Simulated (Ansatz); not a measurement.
# SnTe: the cost of one run

Program: Ansatz 0.2.0. Level of theory: DFT PBEsol, scalar-relativistic, plane waves, PAW. These are calculated values, not measurements.

The COD entry's cell or inner coordinates are ideal or old and differ from later refinements, so a difference from it is no clean test against experiment.

3 further runs of the same task are left out: 1 that didn't finish, 2 set aside as unsound or not needed.

## Step 1: The structure to begin with

Symmetry: Fm-3m, No. 225, cubic system. The conventional cell has a = 6.413 Å, b = 6.413 Å, c = 6.413 Å, α = 90.00°, β = 90.00°, γ = 90.00°. Around Sn (site symmetry m-3m) lie 6 Te at 3.21 Å. Te (site symmetry m-3m) is surrounded by 6 Sn at 3.21 Å.

Coordinates:

```cif
data_structure
_symmetry_space_group_name_H-M 'Fm-3m'
_symmetry_Int_Tables_number 225
_cell_length_a 6.4130
_cell_length_b 6.4130
_cell_length_c 6.4130
_cell_angle_alpha 90.000
_cell_angle_beta 90.000
_cell_angle_gamma 90.000
_cell_volume 263.74
loop_
_atom_site_label
_atom_site_type_symbol
_atom_site_symmetry_multiplicity
_atom_site_Wyckoff_symbol
_atom_site_fract_x
_atom_site_fract_y
_atom_site_fract_z
_atom_site_occupancy
Sn1 Sn 4 a 0.00000 0.00000 0.00000 1
Te1 Te 4 b 0.50000 0.00000 0.00000 1
```

It is the result of an earlier relaxation at this level (volume 32.97 Å³/atom; gap on the mesh: 0.06 eV).

## Step 2: Relaxing with PBEsol

File input.yaml:

```yaml
crystal:
  lattice:
    - [0.0, 3.2064870538, 3.2064870538]
    - [3.2064870538, 0.0, 3.2064870538]
    - [3.2064870538, 3.2064870538, 0.0]
  atoms:
    - { symbol: Sn, position: [0.0, 0.0, 0.0] }
    - { symbol: Te, position: [0.5, 0.5, 0.5] }
basis:
  ecutwfc: 420
kpoints:
  mp_grid: { grid: [10, 10, 10] }
hamiltonian:
  xc: pbesol
scf:
  occupations: { method: gaussian, width: 0.01 }
output:
  forces: true
  stress: true
  eigenvalues: true
relax:
  adjacent_minimum: "off"
  f_tol: 0.005
  max_steps: 50
  cell: { stress_tol: 0.05 }
```

Launch:

```
$ ansatz run input.yaml --threads 1 --pin off --max-ram 2560MiB --backend cpu --events-out ev --progress --plain --runs-dir out
```

What time and memory should one allow on 1 thread of Arm Neoverse V2, shared host?

About 15 s, with a peak of 0.37 GiB.
